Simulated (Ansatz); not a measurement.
# Sn3Se (Pm-3m) in Ansatz: convergence with k mesh

Aim: find how far k mesh must go before the results for Sn3Se settle, at PBE. This setting moves, with any that are tied to it; all else stays.

All numbers are computed with Ansatz 0.2.0; they aren't measurements. Logs are shortened: lines on timing, memory, paths and dates and some standing lists are left out, and cuts for length are marked.

### 1 Starting point

Symmetry: Pm-3m, No. 221, cubic system. The conventional cell has a = 4.742 Å, b = 4.742 Å, c = 4.742 Å, α = 90.00°, β = 90.00°, γ = 90.00°. Around Sn (site symmetry 4/mmm) lie 8 Sn at 3.35 Å and 4 Se at 3.35 Å. Se (site symmetry m-3m) is surrounded by 12 Sn at 3.35 Å.

The cell comes from a database or a generator and needn't be the stable form of this composition.

### 2 With k mesh 2 × 2 × 2

Contents of input.yaml:

```yaml
crystal:
  lattice:
    - [4.741879, 0.0, 0.0]
    - [0.0, 4.741879, 0.0]
    - [0.0, 0.0, 4.741879]
  atoms:
    - { symbol: Sn, position: [0.5, 0.5, 0.0] }
    - { symbol: Sn, position: [0.5, 0.0, 0.5] }
    - { symbol: Sn, position: [0.0, 0.5, 0.5] }
    - { symbol: Se, position: [0.0, 0.0, 0.0] }
hamiltonian:
  xc: pbe
  pseudopotentials: { kind: nc }
kpoints:
  mp_grid: { grid: [2, 2, 2] }
scf:
  occupations: { method: fermi_dirac, width: 0.1 }
output:
  forces: true
  stress: true
  eigenvalues: true
```

Potentials or basis: Ansatz NC.

On the command line:

```console
$ ansatz run input.yaml --threads 2 --pin off --max-ram 5632MiB --backend cpu --events-out ev --progress --plain --runs-dir out
```

Log:

```text
Warning: RAYON_NUM_THREADS=2 ignored (pool sized by the plan → 2); use --threads N
Engine: ansatz 0.2.0, aarch64-unknown-linux-gnu
Pseudopotentials: kind: nc
Pseudopotential: Sn, nc, valence charge 14, recommended cutoff 979.609905 eV (normal), Sn.nc.azcp
Pseudopotential: Se, nc, valence charge 16, recommended cutoff 1170.089609 eV (normal), Se.nc.azcp
Functional definition: PBE
  parameter kappa = 0.804
  parameter beta = 0.06672455060314922
  exchange = pbe_x(kappa = kappa, mu = beta*pi^2/3)
  correlation = pbe_c(beta = beta)
Crystal: 4 atoms, lattice volume = 106.623 Å³
Basis set: ecut = 1170.089609 eV, 9771 PW (Γ), exchange–correlation on 108×108×108 points (8 copies of the dense FFT grid, shifted against one another)
Bands: 35, of which v1, the nominal top of the filled ones, is band 29 counted from 1 (28 counted from 0)
Symmetry: 48 space group operations
Space group: Pm-3m (ITA 221), of the structure as read, at distance tolerance 4.7e-5 Å
k-points: 4 of 8
Non-local potential: Sn, projectors of the file, l = 0: 3, l = 1: 3, l = 2: 2, l = 3: 2
Non-local potential: Se, projectors of the file, l = 0: 2, l = 1: 2, l = 2: 2
Initial density: superposition of atomic densities (chi_scale 0.1, normalization cell, long waves kept (reshape's long-wave potential 0.01 eV rms))
Initial wavefunctions: pseudopotential atomic-orbital guess
Functional: x = pbe(κ = 0.804, μ = 0.2195149727645171), c = pbe(β = 0.06672455060314922)
SCF iter   1: F=—  HF=-9924.136543 eV  |F-HF|=—  |Δ(HF+E_count)|=         —  Δρ=4.35e-2  dr2=5.93e0  ethr=3.10e-3  ⟨swp⟩=18.2  Hψ=1051  notcnv=0
preconditioner: auto → Resta (q_TF=auto, 2.465 Å⁻¹)  ε∞=2.8  [insulator: Δε(μ)=0.310 eV  Ē_g=18.334 eV  σ=0.100 eV  W_gap=0.64  n_scr=26 (ndim 8)  ℏωp=24.9 eV  f_vac=0.000  D(μ)=2.95/eV (n_scr^D=18)  ε∞_Penn≈2.8]
SCF iter   2: F=—  HF=-9922.762723 eV  |F-HF|=—  |Δ(HF+E_count)|=    1.37e0  Δρ=1.09e-2  dr2=1.22e-1  ethr=3.10e-3  ⟨swp⟩=5.5  Hψ=299  notcnv=0  defer=2
SCF iter   3: F=—  HF=-9922.734633 eV  |F-HF|=—  |Δ(HF+E_count)|=   2.81e-2  Δρ=5.00e-3  dr2=2.01e-2  ethr=2.10e-4  ⟨swp⟩=3.8  Hψ=387  notcnv=0
SCF iter   4: F=—  HF=-9922.728384 eV  |F-HF|=—  |Δ(HF+E_count)|=   6.25e-3  Δρ=8.01e-4  dr2=6.91e-4  ethr=3.46e-5  ⟨swp⟩=2.5  Hψ=279  notcnv=0
SCF iter   5: F=—  HF=-9922.728195 eV  |F-HF|=—  |Δ(HF+E_count)|=   1.88e-4  Δρ=1.62e-4  dr2=3.70e-5  ethr=1.19e-6  ⟨swp⟩=4.0  Hψ=312  notcnv=0
SCF iter   6: F=—  HF=-9922.728404 eV  |F-HF|=—  |Δ(HF+E_count)|=   2.08e-4  Δρ=4.67e-5  dr2=1.17e-6  ethr=6.38e-8  ⟨swp⟩=2.8  Hψ=201  notcnv=0
SCF iter   7: F=—  HF=-9922.728404 eV  |F-HF|=—  |Δ(HF+E_count)|=   7.83e-8  Δρ=1.21e-5  dr2=2.21e-7  ethr=1.72e-10  ⟨swp⟩=14.8  Hψ=917  notcnv=0
SCF iter   8: F=-9922.728404 eV  HF=-9922.728404 eV  |F-HF|=1.76e-8  |Δ(HF+E_count)|=   5.00e-8  Δρ=4.66e-6  dr2=2.93e-8  ethr=1.72e-10  ⟨swp⟩=6.2  Hψ=510  notcnv=0
SCF 1 converged in 8 iterations: F = -9922.728404 eV  dr2 = 2.93e-8
SCF converged after 8 iterations
Free energy (F): -9922.728404 eV
Harris-Foulkes:  -9922.728404 eV  (|F-HF|=1.76e-8)
Internal energy: -9922.560126 eV  (E = F + TS)
E sigma→0 (E₀):  -9922.644265 eV
Entropy (-TS):   -0.168277 eV (-42.069 meV/atom)
Fermi energy:    10.551510 eV
--- Per-component energies (eV) ---
  E_band       = -606.343561
  E_kinetic    = 6192.548363
  E_local      = -5303.294945  (includes V_loc(G=0)·N_el)
  E_nonlocal   = -4669.689520
  E_hartree    = 2351.961598
  E_xc         = -2629.263829
  E_vxc        = -1529.837582  (∫ρ·V_xc dr)
  E_ewald      = -5864.821793
  E_smearing   = -0.168277  (= −TS)
  E_closure    = -0.000000  (closes the sum)
  Σ components = -9922.728404   (vs F -9922.728404, Δ=0.00e0)
--- Forces (eV/Å), atoms counted from 1 ---
  atom   1  Sn     0.00000000    -0.00000000    -0.00000000
  atom   2  Sn     0.00000000    -0.00000000     0.00000000
  atom   3  Sn    -0.00000000     0.00000000    -0.00000000
  atom   4  Se     0.00000000     0.00000000     0.00000000
  max |Σ_I F_I| component: 1.02e-22 eV/Å
--- Stress (GPa, compression-positive) ---
       -0.099386       0.000000       0.000000
        0.000000      -0.099386       0.000000
        0.000000       0.000000      -0.099386
  P = ⅓ Tr σ = -0.0994 GPa (-0.994 kbar)
--- Band table (eV) ---
  k-point 0: bands = ["-37.3984", "-37.3984", "-37.3984", "-37.3969", "-37.3969", "-11.1444", "-11.1444", "-11.1444", "-11.1077", "-11.1077", "-11.0925", "-11.0399", "-11.0399", "-11.0399", "-10.9767", "-10.9450", "-10.9450", "-10.9054", "-10.9054", "-10.9054", "-2.8067", "1.5988", "5.8058", "5.8058", "6.4013", "6.4013", "6.4013", "10.6462", "10.6462", "10.6462", "12.9902", "12.9902", "12.9902", "14.8744", "16.1547"]
  k-point 1: bands = ["-37.3984", "-37.3984", "-37.3984", "-37.3969", "-37.3968", "-11.1334", "-11.1040", "-11.0656", "-11.0656", "-11.0637", "-11.0508", "-11.0411", "-11.0225", "-11.0225", "-11.0175", "-11.0095", "-11.0095", "-10.9899", "-10.9441", "-10.9054", "-2.4632", "1.1573", "3.5854", "6.1945", "7.4826", "7.4826", "8.8301", "8.9083", "8.9083", "10.5744", "12.5456", "12.8584", "12.8898", "12.8898", "14.6885"]
  k-point 2: bands = ["-37.3984", "-37.3984", "-37.3984", "-37.3969", "-37.3968", "-11.1020", "-11.1020", "-11.0812", "-11.0569", "-11.0561", "-11.0517", "-11.0240", "-11.0223", "-11.0223", "-11.0094", "-11.0094", "-10.9927", "-10.9918", "-10.9614", "-10.9614", "-2.2456", "2.8191", "2.8191", "2.8414", "8.1615", "8.3507", "8.6867", "8.6867", "10.0200", "10.7606", "10.7876", "10.7876", "13.8556", "13.8556", "16.1990"]
  k-point 3: bands = ["-37.3984", "-37.3984", "-37.3984", "-37.3968", "-37.3968", "-11.1173", "-11.1071", "-11.1071", "-11.1071", "-11.0776", "-11.0776", "-11.0776", "-11.0247", "-11.0247", "-10.9646", "-10.9646", "-10.9646", "-10.9420", "-10.9420", "-10.9420", "-2.0835", "3.8404", "3.8404", "3.8404", "5.4851", "5.4851", "5.4851", "5.9491", "12.6831", "12.6831", "12.6831", "16.5352", "16.5352", "16.8158", "16.8158"]
```

It took 2.3 s on 2 threads of Arm Neoverse V2, shared host; peak memory 0.5 GiB.

What came out:

* Free energy: -9922.7284 eV
* Pressure: -0.1 GPa
* Band gap on the k mesh: none (metal or under the smearing width)

### 3 With k mesh 3 × 3 × 3

Edit input.yaml of step 2 so:

```diff
@@ -14,3 +14,3 @@
 kpoints:
-  mp_grid: { grid: [2, 2, 2] }
+  mp_grid: { grid: [3, 3, 3] }
 scf:
```

Potentials or basis: Ansatz NC.

On the command line:

```console
$ ansatz run input.yaml --threads 2 --pin off --max-ram 5632MiB --backend cpu --events-out ev --progress --plain --runs-dir out
```

It took 2.6 s on 2 threads of Arm Neoverse V2, shared host; peak memory 0.51 GiB.

Results:

| Quantity | Value |
| --- | --- |
| Free energy | -9922.6461 eV |
| Pressure | 0.2 GPa |
| Band gap on the k mesh | none (metal or under the smearing width) |

### 4 With k mesh 4 × 4 × 4

Edit input.yaml of step 3 so:

```diff
@@ -14,3 +14,3 @@
 kpoints:
-  mp_grid: { grid: [3, 3, 3] }
+  mp_grid: { grid: [4, 4, 4] }
 scf:
```

On the command line:

```console
$ ansatz run input.yaml --threads 2 --pin off --max-ram 5632MiB --backend cpu --events-out ev --progress --plain --runs-dir out
```

It took 6.6 s on 2 threads of Arm Neoverse V2, shared host; peak memory 0.54 GiB.

What came out:

- Free energy: -9922.7759 eV
- Pressure: 0.2 GPa
- Band gap on the k mesh: none (metal or under the smearing width)

### 5 With k mesh 5 × 5 × 5

Edit input.yaml of step 4 so:

```diff
@@ -14,3 +14,3 @@
 kpoints:
-  mp_grid: { grid: [4, 4, 4] }
+  mp_grid: { grid: [5, 5, 5] }
 scf:
```

On the command line:

```console
$ ansatz run input.yaml --threads 2 --pin off --max-ram 5632MiB --backend cpu --events-out ev --progress --plain --runs-dir out
```

Wall time 5.7 s (2 threads of Arm Neoverse V2, shared host); peak memory 0.55 GiB.

It converged, with:

- Free energy: -9922.7236 eV
- Pressure: 0.5 GPa
- Band gap on the k mesh: none (metal or under the smearing width)

### 6 With k mesh 7 × 7 × 7

Edit input.yaml of step 5 so:

```diff
@@ -14,3 +14,3 @@
 kpoints:
-  mp_grid: { grid: [5, 5, 5] }
+  mp_grid: { grid: [7, 7, 7] }
 scf:
```

Potentials or basis: Ansatz NC.

On the command line:

```console
$ ansatz run input.yaml --threads 2 --pin off --max-ram 5632MiB --backend cpu --events-out ev --progress --plain --runs-dir out
```

It took 13 s on 2 threads of Arm Neoverse V2, shared host; peak memory 0.63 GiB.

The run converged. Its results:

```yaml
Free_energy: -9922.7364 eV
Pressure: 0.1 GPa
Band_gap_on_the_k_mesh: none (metal or under the smearing width)
```

### 7 With k mesh 8 × 8 × 8

Edit input.yaml of step 6 so:

```diff
@@ -14,3 +14,3 @@
 kpoints:
-  mp_grid: { grid: [7, 7, 7] }
+  mp_grid: { grid: [8, 8, 8] }
 scf:
```

On the command line:

```console
$ ansatz run input.yaml --threads 2 --pin off --max-ram 5632MiB --backend cpu --events-out ev --progress --plain --runs-dir out
```

Run time: 22 s. Hardware: 2 threads of Arm Neoverse V2, shared host; peak memory 0.73 GiB.

Results (log left out):

- Free energy: -9922.7121 eV
- Pressure: 0.2 GPa
- Band gap on the k mesh: none (metal or under the smearing width)

### 8 With k mesh 9 × 9 × 9

Edit input.yaml of step 7 so:

```diff
@@ -14,3 +14,3 @@
 kpoints:
-  mp_grid: { grid: [8, 8, 8] }
+  mp_grid: { grid: [9, 9, 9] }
 scf:
```

On the command line:

```console
$ ansatz run input.yaml --threads 2 --pin off --max-ram 5632MiB --backend cpu --events-out ev --progress --plain --runs-dir out
```

Wall time 18 s (2 threads of Arm Neoverse V2, shared host); peak memory 0.73 GiB.

The run converged. Its results:

| Quantity | Value |
| --- | --- |
| Free energy | -9922.7207 eV |
| Pressure | 0.2 GPa |
| Band gap on the k mesh | none (metal or under the smearing width) |

### 9 The series at a glance

```
   k mesh  energy less the tightest run, at zero smearing (meV/atom)  pressure (GPa)  SCF cycles  CPU time (s)  peak memory (GiB)
2 × 2 × 2                                                       9.71           -0.10           8           4.4                0.5
3 × 3 × 3                                                      26.27            0.16           9             5               0.51
4 × 4 × 4                                                     -14.47            0.19           8            13               0.54
5 × 5 × 5                                                      -0.23            0.48           8            11               0.55
7 × 7 × 7                                                      -4.80            0.12           8            25               0.63
8 × 8 × 8                                                       3.89            0.22           8            44               0.73
9 × 9 × 9                                                       0.00            0.22           8            36               0.73
```

Against the tightest run, the pressure stays within 0.1 GPa from 8 × 8 × 8 on. Not settled before the last step: the energy (to 1 meV/atom). Meshes of other sizes hit other points, so gaps and Fermi surfaces needn't settle smoothly. The tightest run that finished is the yardstick and may itself not be fully converged.
